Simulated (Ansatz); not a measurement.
**CoSi (P2_13): equation of state**

The task here is to estimate one member of a computed series from the others.

The COD entry's cell or inner coordinates are ideal or old and differ from later refinements, so a difference from it is no clean test against experiment.

Program: Ansatz 0.2.0. Level of theory: DFT r²SCAN, scalar-relativistic, plane waves, PAW. These are calculated values, not measurements.

### The system as given

Symmetry: P2_13, No. 198, cubic system. The conventional cell has a = 4.383 Å, b = 4.383 Å, c = 4.383 Å, α = 90.00°, β = 90.00°, γ = 90.00°. Co (site symmetry 3) is surrounded by 7 Si at 2.29 to 2.40 Å. Si (site symmetry 3) is surrounded by 7 Co at 2.29 to 2.40 Å.

As a file:

```cif
data_structure
_symmetry_space_group_name_H-M 'P 1'
_symmetry_Int_Tables_number 1
_cell_length_a 4.3829
_cell_length_b 4.3829
_cell_length_c 4.3829
_cell_angle_alpha 90.000
_cell_angle_beta 90.000
_cell_angle_gamma 90.000
_cell_volume 84.20
loop_
_atom_site_label
_atom_site_type_symbol
_atom_site_fract_x
_atom_site_fract_y
_atom_site_fract_z
_atom_site_occupancy
Co1 Co 0.14567 0.14567 0.14567 1
Co2 Co 0.35433 0.85433 0.64567 1
Co3 Co 0.64567 0.35433 0.85433 1
Co4 Co 0.85433 0.64567 0.35433 1
Si1 Si 0.84361 0.84361 0.84361 1
Si2 Si 0.65639 0.15639 0.34361 1
Si3 Si 0.34361 0.65639 0.15639 1
Si4 Si 0.15639 0.34361 0.65639 1
```

An earlier run at r²SCAN left this cell at 10.525 Å³/atom and 0.00 GPa (8×8×8 mesh).

Volume factors to run: 0.980, 1.020, 0.960, 1.040.

Set-up of the first run:

File input.yaml:

```yaml
crystal:
  lattice:
    - [4.3535330836, 0.0, 0.0]
    - [0.0, 4.3535330836, 0.0]
    - [0.0, 0.0, 4.3535330836]
  atoms:
    - { symbol: Co, position: [0.1456680264, 0.1456680264, 0.1456680264] }
    - { symbol: Co, position: [0.3543319736, 0.8543319736, 0.6456680264] }
    - { symbol: Co, position: [0.6456680264, 0.3543319736, 0.8543319736] }
    - { symbol: Co, position: [0.8543319736, 0.6456680264, 0.3543319736] }
    - { symbol: Si, position: [0.8436088031, 0.8436088031, 0.8436088031] }
    - { symbol: Si, position: [0.6563911969, 0.1563911969, 0.3436088031] }
    - { symbol: Si, position: [0.3436088031, 0.6563911969, 0.1563911969] }
    - { symbol: Si, position: [0.1563911969, 0.3436088031, 0.6563911969] }
basis:
  ecutwfc: 500
  ecutrho_ratio: 4
kpoints:
  mp_grid: { grid: [8, 8, 8] }
hamiltonian:
  xc: r2scan
scf:
  occupations: { method: gaussian, width: 0.05 }
output:
  forces: true
  stress: true
  eigenvalues: true
relax:
  f_tol: 0.01
  max_steps: 40
```

Started as:

```console
$ ansatz run input.yaml --threads 8 --pin off --max-ram 22528MiB --backend cpu --events-out ev --progress --plain --runs-dir out
```

Steps of the session up to this table: Scaling the volume by 0.980; At 1.020 of the relaxed volume; Volume × 0.960; Scaling the volume by 1.040.

One table of the session follows, with a row left open; its other results are not shown here.

It belongs to the step «Energy and pressure against volume». 

```
volume (Å³/atom)  energy (meV/atom)  pressure (GPa)
          10.104              13.94           11.04
          10.314                  ?               ?
          10.525               0.00            0.00
          10.735               3.11           -4.64
          10.946              11.96           -8.75
```

Q: Estimate the row for volume (Å³/atom) = 10.314 from the others.

Worked estimate for «energy (meV/atom)». A straight line through the neighbours (10.104, 13.94) and (10.525, 0.00) gives 13.94 + (0.00 − 13.94) × (10.314 − 10.104) / (10.525 − 10.104) = 6.99; a parabola fitted to 3 rows on both sides gives 3.62.

The run gave: energy (meV/atom): 3.35; pressure (GPa): 5.20. In «energy (meV/atom)» the line misses by +3.64 and the parabola by +0.27.

Caveats from the session: Warnings in the runs' records: stress scf threshold loose.
